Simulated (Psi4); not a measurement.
# One shape, several levels: InH2Cl (SMILES [H][In]([H])[Cl])

We compute a comparison of 3 runs (HF/def2-TZVP, B3LYP/def2-TZVP, PBE/def2-TZVP) of InH2Cl. 

The results are computed with Psi4 1.11.

9 further runs of the same task are left out: 4 for a known fault of the program, 2 that didn't finish, 3 set aside as unsound or not needed.

## 1. The molecule

InH2Cl has 4 atoms, charge 0, and is taken as a singlet. SMILES: `[H][In]([H])[Cl]`. Geometry: a GFN2-xTB relaxation, a rough one for these elements and not checked as a minimum.

Bond lengths: In1–Cl4 2.278 Å, In1–H2 1.713 Å, In1–H3 1.713 Å. Angles: H2–In1–Cl4 120.3°, H3–In1–Cl4 120.3°, H2–In1–H3 119.4°.

## 2. The energy at HF/def2-TZVP (core potential) (run 1)

File calc.in:

```
memory 1.6 GB

molecule system {
  0 1
  In     0.13267767     0.22270422    -0.00069920
  H      3.36940058     0.19158043     0.02148619
  H     -1.42689440     3.05848394    -0.03754886
  Cl    -2.07518385    -3.47278749     0.01676187
  units bohr
  symmetry c1
  no_reorient
  no_com
}

set reference rhf
set puream true
set e_convergence 1e-09
set d_convergence 1e-08
set scf_type pk

E, wfn = energy('scf/def2-TZVP', return_wfn=True)
oeprop(wfn, 'LOWDIN_CHARGES', 'DIPOLE', 'WIBERG_LOWDIN_INDICES')
```

The run is started by

```
$ psi4 -i calc.in -o calc.out -n 1
```

calc.out:

```text
[...]
    !!!  WARNING: ECP capability is in beta. Please check occupations closely.  !!!
[...]
  Running in c1 symmetry.
[...]
  Nuclear repulsion =  101.265289695521318
[...]
  Multiplicity = 1
[...]
  Nalpha       = 20
  Nbeta        = 20
[...]
    Number of basis functions: 99
[...]
   @RHF iter   1:  -649.87459709150085   -1.24317e+00   3.60720e-03 DIIS/ADIIS
[...]
   @RHF iter  11:  -649.91931954690278   -1.70530e-12   4.75241e-09 DIIS
[...]
    Orbital Energies [Eh]
    ---------------------
    Doubly Occupied:
       1A   -104.805738     2A    -10.534964     3A     -8.001585
       4A     -8.000701     5A     -8.000577     6A     -5.410734
       7A     -3.672465     8A     -3.664646     9A     -3.662206
      10A     -1.098591    11A     -1.056629    12A     -1.055983
      13A     -1.052448    14A     -1.051641    15A     -1.012760
      16A     -0.577479    17A     -0.467875    18A     -0.463156
      19A     -0.453705    20A     -0.408634
[...]
  @RHF Final Energy:  -649.91931954690278
   => Energetics <=
    Nuclear Repulsion Energy =            101.2652896955213180
    One-Electron Energy =               -1173.4641791962155821
    Two-Electron Energy =                 422.2795699537915652
    Total Energy =                       -649.9193195469027842
[...]
 Multipole Moments:
 ------------------------------------------------------------------------------------
     Multipole            Electronic (a.u.)      Nuclear  (a.u.)        Total (a.u.)
 ------------------------------------------------------------------------------------
 L = 1.  Multiply by 2.5417464519 to convert [e a0] to [Debye]
 Dipole X            :         30.9476750          -30.5493882            0.3982868
 Dipole Y            :         51.7781896          -51.1105343            0.6676553
 Dipole Z            :         -0.2569328            0.2542059           -0.0027269
 Magnitude           :                                                    0.7774338
[...]
```

Wall time 3.6 s (1 thread of Intel Xeon Platinum 8375C at 2.90GHz (Ice Lake), shared host); peak memory 0.39 GiB.

## 3. The energy at B3LYP/def2-TZVP (core potential) (run 2)

File input.in:

```
memory 1.6 GB

molecule geom {
  0 1
  In
  H 1 R2
  H 1 R3 2 A3
  Cl 1 R4 3 A4 2 D4

  R2 = 1.712919
  R3 = 1.71271
  A3 = 119.36235
  R4 = 2.278021
  A4 = 120.33539
  D4 = -179.9711
  symmetry c1
}

set {
  basis def2-TZVP
  puream true
  e_convergence 1e-09
  d_convergence 1e-08
  scf_type pk
  dft_radial_points 99
  dft_spherical_points 590
}

energy_value = energy('b3lyp')
```

The run is started by

```
$ psi4 -n 1 input.in input.out
```

input.out:

```text
[...]
    !!!  WARNING: ECP capability is in beta. Please check occupations closely.  !!!
[...]
  Running in c1 symmetry.
[...]
  Nuclear repulsion =  101.265301703938121
[...]
  Multiplicity = 1
[...]
  Nalpha       = 20
  Nbeta        = 20
[...]
    Number of basis functions: 99
[...]
   @RKS iter   1:  -651.51232466333727   -8.33571e-01   6.08221e-03 DIIS/ADIIS
[...]
   @RKS iter  10:  -651.66117069187044   -1.59162e-11   6.97896e-09 DIIS
[...]
    Orbital Energies [Eh]
    ---------------------
    Doubly Occupied:
       1A   -101.502025     2A     -9.435247     3A     -7.193719
       4A     -7.190121     5A     -7.188962     6A     -4.698111
       7A     -3.106936     8A     -3.097086     9A     -3.094515
      10A     -0.829590    11A     -0.791890    12A     -0.789857
      13A     -0.787330    14A     -0.786573    15A     -0.755801
      16A     -0.449000    17A     -0.342723    18A     -0.336482
      19A     -0.323629    20A     -0.292331
[...]
  @RKS Final Energy:  -651.66117069187044
   => Energetics <=
    Nuclear Repulsion Energy =            101.2653017039381211
    One-Electron Energy =               -1173.6518152900432597
    Two-Electron Energy =                 457.7340979928647471
    DFT Exchange-Correlation Energy =     -37.0087550986299760
    Empirical Dispersion Energy =           0.0000000000000000
    VV10 Nonlocal Energy =                  0.0000000000000000
    Total Energy =                       -651.6611706918704385
[...]
 Multipole Moments:
 ------------------------------------------------------------------------------------
     Multipole            Electronic (a.u.)      Nuclear  (a.u.)        Total (a.u.)
 ------------------------------------------------------------------------------------
 L = 1.  Multiply by 2.5417464519 to convert [e a0] to [Debye]
 Dipole X            :         -0.0152280            0.0146007           -0.0006273
 Dipole Y            :         27.4975023          -26.8842846            0.6132177
 Dipole Z            :         16.0680949          -15.7102339            0.3578610
 Magnitude           :                                                    0.7100006
[...]
```

It took 10 s on 1 thread of Intel Xeon Platinum 8375C at 2.90GHz (Ice Lake), shared host; peak memory 0.67 GiB.

## 4. A single-point energy at PBE/def2-TZVP (core potential) (run 3)

File input.in:

```
memory 1600 MB

molecule system {
  0 1
  In     0.070210     0.117850    -0.000370
  H      1.783010     0.101380     0.011370
  H     -0.755080     1.618480    -0.019870
  Cl    -1.098140    -1.837720     0.008870
  symmetry c1
  no_reorient
  no_com
}

set globals {
  puream               true
  e_convergence        1e-09
  d_convergence        1e-08
  scf_type             pk
  dft_radial_points    99
  dft_spherical_points 590
}

energy("pbe/def2-TZVP")
```

The run is started by

```
$ psi4 input.in input.out -n 1
```

input.out:

```text
[...]
    !!!  WARNING: ECP capability is in beta. Please check occupations closely.  !!!
[...]
  Running in c1 symmetry.
[...]
  Nuclear repulsion =  101.265289562941163
[...]
  Multiplicity = 1
[...]
  Nalpha       = 20
  Nbeta        = 20
[...]
    Number of basis functions: 99
[...]
   @RKS iter   1:  -651.18437232340364   -6.98703e-01   6.78304e-03 ADIIS/DIIS
[...]
   @RKS iter  11:  -651.38129511479133   -5.57066e-12   7.23667e-09 DIIS
[...]
    Orbital Energies [Eh]
    ---------------------
    Doubly Occupied:
       1A   -100.639604     2A     -9.154351     3A     -6.974244
       4A     -6.969855     5A     -6.968335     6A     -4.503434
       7A     -2.951567     8A     -2.940962     9A     -2.938410
      10A     -0.753036    11A     -0.714230    12A     -0.711798
      13A     -0.709363    14A     -0.708753    15A     -0.681104
      16A     -0.405927    17A     -0.305294    18A     -0.295485
      19A     -0.283756    20A     -0.253932
[...]
  @RKS Final Energy:  -651.38129511479133
   => Energetics <=
    Nuclear Repulsion Energy =            101.2652895629411631
    One-Electron Energy =               -1173.5464566501991612
    Two-Electron Energy =                 466.4097390229358098
    DFT Exchange-Correlation Energy =     -45.5098670504692251
    Empirical Dispersion Energy =           0.0000000000000000
    VV10 Nonlocal Energy =                  0.0000000000000000
    Total Energy =                       -651.3812951147913282
[...]
 Multipole Moments:
 ------------------------------------------------------------------------------------
     Multipole            Electronic (a.u.)      Nuclear  (a.u.)        Total (a.u.)
 ------------------------------------------------------------------------------------
 L = 1.  Multiply by 2.5417464519 to convert [e a0] to [Debye]
 Dipole X            :         30.8962853          -30.5493881            0.3468971
 Dipole Y            :         51.6919832          -51.1105343            0.5814489
 Dipole Z            :         -0.2566649            0.2542060           -0.0024589
 Magnitude           :                                                    0.6770720
[...]
```

Wall time 11 s (1 thread of Intel Xeon Platinum 8375C at 2.90GHz (Ice Lake), shared host); peak memory 0.67 GiB.

## 5. The series

```tsv
run	level	properties	integration grid	energy (Eh)	dipole moment (D)	HOMO energy (eV)	LUMO energy (eV)	wall time
1	HF/def2-TZVP (core potential)	(lowdin, dipole, wiberg)	–	-649.919320	1.98	-11.12	0.51	3.6 s
2	B3LYP/def2-TZVP (core potential)	–	99 radial × 590 angular	-651.661171	1.80	-7.95	-2.18	10 s
3	PBE/def2-TZVP (core potential)	–	99 radial × 590 angular	-651.381295	1.72	-6.91	-2.62	11 s
```

## 6. What came out

```
            quantity          value
 run 3: total energy  -651.38130 Eh
run 3: dipole moment         1.72 D
  run 3: HOMO energy       -6.91 eV
  run 3: LUMO energy       -2.62 eV
run 3: HOMO–LUMO gap        4.29 eV
```

What this shows: The dipole moment (its size) runs from 1.72 D (PBE/def2-TZVP) to 1.98 D (HF/def2-TZVP). The HOMO–LUMO gap runs from 4.29 eV (PBE/def2-TZVP) to 11.63 eV (HF/def2-TZVP). Exact exchange widens orbital gaps. Totals of different functionals can't be ranked against each other. All runs together took 25 s, the longest 11 s.
